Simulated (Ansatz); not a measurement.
# ZrPbO4: the cost of one run

Program: Ansatz 0.2.0. Level of theory: DFT PBE, scalar-relativistic, plane waves, PAW. These are calculated values, not measurements.

3 further runs of the same task are left out: 1 that didn't finish, 2 set aside as unsound or not needed. Runs told in other sessions of the task aren't counted.

**1. Starting point**

It takes space group P4/mmm (No. 123, tetragonal). The conventional cell has a = 3.715 Å, b = 3.715 Å, c = 5.273 Å, α = 90.00°, β = 90.00°, γ = 90.00°. Around Zr (site symmetry 4/mmm) lie 8 O at 2.25 Å. Pb (site symmetry 4/mmm) has 8 O at 2.31 Å in its first shell of neighbours. Around O (site symmetry 2mm) lie 2 Zr at 2.25 Å and 2 Pb at 2.31 Å.

As a file:

```
CELL_PARAMETERS angstrom
3.71450 0.00000 0.00000
0.00000 3.71450 0.00000
0.00000 0.00000 5.27297
ATOMIC_POSITIONS crystal
Zr 0.50000 0.50000 0.50000
Pb 0.00000 0.00000 0.00000
O 0.50000 0.00000 0.73927
O 0.00000 0.50000 0.26073
O 0.50000 0.00000 0.26073
O 0.00000 0.50000 0.73927
```

The cell was relaxed beforehand at this level, from a database cell with other species swapped in; it is a trial structure. At a tolerance of 0.05 Å it has space group P4/mmm (No. 123); it has 12.13 Å³/atom, an uncorrected energy of -1.95 eV/atom over the elements.

**2. Bands, states and charges**

input.yaml

```yaml
crystal:
  lattice:
    - [3.7145033093, 0.0, 0.0]
    - [0.0, 3.7145033093, 0.0]
    - [0.0, 0.0, 5.2729668209]
  atoms:
    - { symbol: Zr, position: [0.5, 0.5, 0.5] }
    - { symbol: Pb, position: [0.0, 0.0, 0.0] }
    - { symbol: O, position: [0.5, 0.0, 0.7392659993] }
    - { symbol: O, position: [0.0, 0.5, 0.2607340007] }
    - { symbol: O, position: [0.5, 0.0, 0.2607340007] }
    - { symbol: O, position: [0.0, 0.5, 0.7392659993] }
basis:
  ecutwfc: 420
kpoints:
  mp_grid: { grid: [10, 10, 8] }
  band_path:
    path:
      - [[0.0, 0.0, 0.0], [0.0, 0.5, 0.0], [0.5, 0.5, 0.0], [0.0, 0.0, 0.0], [0.0, 0.0, 0.5], [0.0, 0.5, 0.5], [0.5, 0.5, 0.5], [0.0, 0.0, 0.5]]
      - [[0.0, 0.5, 0.0], [0.0, 0.5, 0.5]]
      - [[0.5, 0.5, 0.0], [0.5, 0.5, 0.5]]
    npoints: 14
hamiltonian:
  xc: pbe
scf:
  occupations: { method: gaussian, width: 0.1 }
  n_extra_bands: 15
output:
  forces: true
  stress: true
  eigenvalues: true
  populations: true
  dos: { projected: true, de: 0.02, nscf_kmesh: { grid: [12, 12, 10] } }
  bader: true
```

The run is started by

```bash
$ ansatz run input.yaml --threads 1 --pin off --max-ram 2560MiB --backend cpu --events-out ev --progress --plain --runs-dir out
```

What time and memory should one allow on 1 thread of AMD EPYC (Zen 3), shared host?

About 1.9 min, with a peak of 0.6 GiB.
